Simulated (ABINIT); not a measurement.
Here is an ABINIT 10.8.3 (patched build) calculation.

run.abi

```
# Pseudopotentials
pp_dirpath "./"
pseudos "Ca.upf, B.upf"

# Structure
acell 6.0970695975 6.0970695974 7.6862569215
rprim
     1.0000000000     0.0000000000     0.0000000000
    -0.5000000000     0.8660254038     0.0000000000
     0.0000000000     0.0000000000     1.0000000000
ntypat 2
znucl 20 5
natom 3
typat 1 2 2
xred
     0.0000000000     0.0000000000     0.0000000000
     0.6666666667     0.3333333333     0.5000000000
     0.3333333333     0.6666666667     0.5000000000

# Plane-wave basis
ecut 1034.032677 eV

# k points
kptopt 1
ngkpt 7 7 5
nshiftk 1
shiftk 0.0 0.0 0.0

# Exchange and correlation
ixc -120135

# Bands and occupations
nband 12
occopt 3
tsmear 0.05 eV

# SCF cycle
nstep 100
tolvrs 1.0e-10

# Output
iomode 3
prtwf 0
prteig 0
prtebands 0
prtden 1
prtvha 1
prtvclmb 1
prtpot 1
prtelf 1
```

Potentials or basis: PseudoDojo NC SR PBEsol v0.4.1 standard.

Run with:

```console
$ abinit run.abi > log 2>&1
```

(1) Predict the pressure.

(2) What does it give for the band gap on the k mesh?

## Answers

(1) -3.3 GPa.

(2) none (metal or under the smearing width).

Caveat: the potentials were made for another functional, which shifts forces and pressure.
